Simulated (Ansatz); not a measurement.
## GaGe3 in Ansatz: convergence with n extra bands

Input of the first run (n extra bands 1); the others differ in this setting and in those tied to it:

Contents of input.yaml:

```yaml
crystal:
  lattice:
    - [4.278466, 0.0, 0.0]
    - [0.0, 4.278466, 0.0]
    - [0.0, 0.0, 4.278466]
  atoms:
    - { symbol: Ge, position: [0.5, 0.5, 0.0] }
    - { symbol: Ge, position: [0.5, 0.0, 0.5] }
    - { symbol: Ge, position: [0.0, 0.5, 0.5] }
    - { symbol: Ga, position: [0.0, 0.0, 0.0] }
hamiltonian:
  xc: lda
  pseudopotentials: { kind: paw_fr }
magnetization:
  noncollinear: true
  spin_orbit: true
kpoints:
  mp_grid: { grid: [5, 5, 5] }
scf:
  occupations: { method: methfessel_paxton, width: 0.05 }
  n_extra_bands: 1
output:
  forces: true
  stress: true
  eigenvalues: true
```

Potentials or basis: Ansatz PAW.

The run is started by

```console
$ ansatz run input.yaml --threads 2 --pin off --max-ram 5632MiB --backend cpu --events-out ev --progress --plain --runs-dir out
```

The cell comes from a database or a generator and needn't be the stable form of this composition.

Hardware: 2 threads of Arm Neoverse V1 (shared host).

```
n extra bands  energy less the tightest run, at zero smearing (meV/atom)  SCF cycles  CPU time (s)  peak memory (GiB)
            1                                                       0.00           8            13               0.56
            2                                                       0.00           8            16                0.6
            4                                                       0.00           8            17                0.6
            8                                                       0.00           8            17                0.6
           16                                                       0.00           8            19               0.61
           32                                                       0.00           7            22               0.64
```

Against the tightest run, the energy stays within 1 meV/atom from 1 on. The tightest run that finished is the yardstick and may itself not be fully converged.
